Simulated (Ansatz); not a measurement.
# VTe8Mo3: the cost of one run

Method: DFT PBE, scalar-relativistic, plane waves, PAW, in Ansatz 0.2.0.

## (1) The structure to begin with

It takes space group P-6m2 (No. 187, hexagonal). Conventional cell: a = 3.566 Å, b = 3.566 Å, c = 34.784 Å, α = 90.00°, β = 90.00°, γ = 120.00°. V (site symmetry -6m2) has 6 Te at 2.71 Å in its first shell of neighbours. Te (site symmetry 3m) is surrounded by 3 Mo at 2.74 Å. Te (site symmetry 3m) is surrounded by 3 V at 2.71 Å. Around Mo (site symmetry 3m) lie 6 Te at 2.74 Å. Around Mo (site symmetry -6m2) lie 6 Te at 2.74 Å.

Structure file:

```cif
data_structure
_symmetry_space_group_name_H-M 'P 1'
_symmetry_Int_Tables_number 1
_cell_length_a 3.5660
_cell_length_b 3.5660
_cell_length_c 34.7842
_cell_angle_alpha 90.000
_cell_angle_beta 90.000
_cell_angle_gamma 120.000
_cell_volume 383.06
loop_
_atom_site_label
_atom_site_type_symbol
_atom_site_fract_x
_atom_site_fract_y
_atom_site_fract_z
_atom_site_occupancy
V1 V 0.00000 0.00000 0.00000 1
Te1 Te 0.33333 0.66667 0.19587 1
Te2 Te 0.33333 0.66667 0.44813 1
Te3 Te 0.33333 0.66667 0.70040 1
Te4 Te 0.33333 0.66667 0.94933 1
Te5 Te 0.33333 0.66667 0.05067 1
Te6 Te 0.33333 0.66667 0.29960 1
Te7 Te 0.33333 0.66667 0.55187 1
Te8 Te 0.33333 0.66667 0.80413 1
Mo1 Mo 0.00000 0.00000 0.24773 1
Mo2 Mo 0.00000 0.00000 0.50000 1
Mo3 Mo 0.00000 0.00000 0.75227 1
```

The start is the relaxed end of an invented cell (made as: elements ordered on the sites of the Te2Mo type, V/Mo on Mo (P-6m2, No. 187)), taken up again for a closer look.

## (2) A first look at the guess

Input file input.yaml:

```yaml
crystal:
  lattice:
    - [3.5659804, 0.0, 0.0]
    - [-1.7829902, 3.0882297, 0.0]
    - [0.0, 0.0, 34.7841793]
  atoms:
    - { symbol: V, position: [0.0, 0.0, 0.0], spin: 1.08 }
    - { symbol: Te, position: [0.3333333, 0.6666667, 0.195867] }
    - { symbol: Te, position: [0.3333333, 0.6666667, 0.448132] }
    - { symbol: Te, position: [0.3333333, 0.6666667, 0.700397] }
    - { symbol: Te, position: [0.3333333, 0.6666667, 0.949329] }
    - { symbol: Te, position: [0.3333333, 0.6666667, 0.050671] }
    - { symbol: Te, position: [0.3333333, 0.6666667, 0.299603] }
    - { symbol: Te, position: [0.3333333, 0.6666667, 0.551868] }
    - { symbol: Te, position: [0.3333333, 0.6666667, 0.804133] }
    - { symbol: Mo, position: [0.0, 0.0, 0.247734] }
    - { symbol: Mo, position: [0.0, 0.0, 0.5] }
    - { symbol: Mo, position: [0.0, 0.0, 0.752266] }
basis:
  ecutwfc: 420
kpoints:
  mp_grid: { grid: [6, 6, 1] }
hamiltonian:
  xc: pbe
scf:
  occupations: { method: gaussian, width: 0.1 }
  lower_state_search: "off"
output:
  forces: true
  stress: true
  eigenvalues: true
  populations: true
magnetization:
  spin_polarized: true
```

The run is started by

```
$ ansatz run input.yaml --threads 4 --pin off --max-ram 8192MiB --backend cpu --events-out ev --progress --plain --runs-dir out
```

**Question.** How long does this run take on 4 threads of Arm Neoverse V1, shared host, and how much memory does it need?

About 57 s, with a peak of 1.4 GiB.
